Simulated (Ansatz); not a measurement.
# C₂H₇BF₂Si: up Jacob's ladder to CCSD(T)

One table from this session's results is given with a row withheld; the runs are named, their logs left out.

Method: functionals in def2-TZVPP, the program's frozen cores in correlated methods; program: Ansatz 0.2.0, Gaussian basis.

The runs, in order: PBE-D4, r2SCAN-D4, PBE0-D4, B3LYP-D4, ωB97X-V, ωB97M-V, B2PLYP; CCSD(T)/def2-TZVPP; MP2/def2-QZVPP; extrapolation to the limit.

**The relaxed structure**

An earlier PBE0-D4 in a triple-zeta def2 set relaxation fixed the geometry.

SMILES `C[Si](C)(F)BF`, 13 atoms, charge 0, spin multiplicity 1.

Atoms are counted from 1 here; the program's logs count them from 0.

Bond lengths: C1–Si2 1.865 Å, C1–H7 1.093 Å, C1–H8 1.092 Å, C1–H9 1.094 Å, Si2–C3 1.865 Å, Si2–F4 1.615 Å, Si2–B5 2.041 Å, C3–H10 1.092 Å, C3–H11 1.093 Å, C3–H12 1.094 Å, B5–F6 1.328 Å, B5–H13 1.204 Å. Angles: Si2–C1–H7 110.6°, Si2–C1–H8 111.5°, Si2–C1–H9 110.4°, H7–C1–H8 108.1°, H7–C1–H9 108.1°, H8–C1–H9 108.0°, C1–Si2–C3 111.0°, C1–Si2–F4 107.7°, C1–Si2–B5 111.3°, C3–Si2–F4 107.7°, C3–Si2–B5 111.2°, F4–Si2–B5 107.8°, Si2–C3–H10 111.5°, Si2–C3–H11 110.6°, Si2–C3–H12 110.4°, H10–C3–H11 108.1°, H10–C3–H12 108.0°, H11–C3–H12 108.1° and more.

The first run:

Contents of in.yaml:

```yaml
crystal:
  periodic: [false, false, false]
  atoms:
    - {symbol: C, position_ang: [-1.343842, -0.866547, 0.674542]}
    - {symbol: Si, position_ang: [-0.103714, -0.062358, -0.462856]}
    - {symbol: C, position_ang: [1.634679, -0.586185, -0.036122]}
    - {symbol: F, position_ang: [-0.414230, -0.568876, -1.964226]}
    - {symbol: B, position_ang: [-0.289035, 1.970394, -0.440855]}
    - {symbol: F, position_ang: [-0.080515, 2.605695, 0.706039]}
    - {symbol: H, position_ang: [-1.237139, -1.954490, 0.653272]}
    - {symbol: H, position_ang: [-2.368942, -0.620934, 0.387997]}
    - {symbol: H, position_ang: [-1.191186, -0.530379, 1.703874]}
    - {symbol: H, position_ang: [2.361630, -0.175325, -0.740389]}
    - {symbol: H, position_ang: [1.723780, -1.675780, -0.053719]}
    - {symbol: H, position_ang: [1.902233, -0.239743, 0.965990]}
    - {symbol: H, position_ang: [-0.573219, 2.669728, -1.378646]}
basis:
  gaussian: {orbitals: def2-TZVPP}
hamiltonian: {xc: pbe, dispersion: d4}
output: {forces: true, orbitals: {seedname: orbitals}}
```

On the command line:

```sh
ansatz run in.yaml --threads 2 --pin off --events-out ev --progress --plain --max-ram 22528MiB --backend cuda --devices 0, --max-vram 18GiB
```

Among the steps run: PBE-D4 (GGA); r2SCAN-D4 (meta-GGA); PBE0-D4 (hybrid); B3LYP-D4 (hybrid); ωB97X-V (range-separated); ωB97M-V (range-separated); B2PLYP (double hybrid); CCSD(T) in def2-TZVPP; MP2 in def2-QZVPP.

One table of the session follows, with a row left open; its other results are not shown here.

| method | atomisation energy (kJ/mol) |
| --- | --- |
| PBE-D4 | 5158.4 |
| r2SCAN-D4 | 5110.8 |
| PBE0-D4 | 5089.9 |
| B3LYP-D4 | 5086.9 |
| ωB97X-V | 5102.9 |
| ωB97M-V | 5103.4 |
| B2PLYP | 5044.4 |
| HF/def2-TZVPP | 3909.8 |
| MP2/def2-TZVPP | ? |
| CCSD/def2-TZVPP | 4912.0 |
| CCSD(T)/def2-TZVPP | 4971.1 |
| MP2/CBS | 5177.6 |
| CCSD(T)/CBS | 5087.9 |

Estimate the missing values for MP2/def2-TZVPP.

As computed: atomisation energy (kJ/mol): 5060.7. In the column «atomisation energy (kJ/mol)» it lies between B2PLYP (5044.4) and B3LYP-D4 (5086.9).
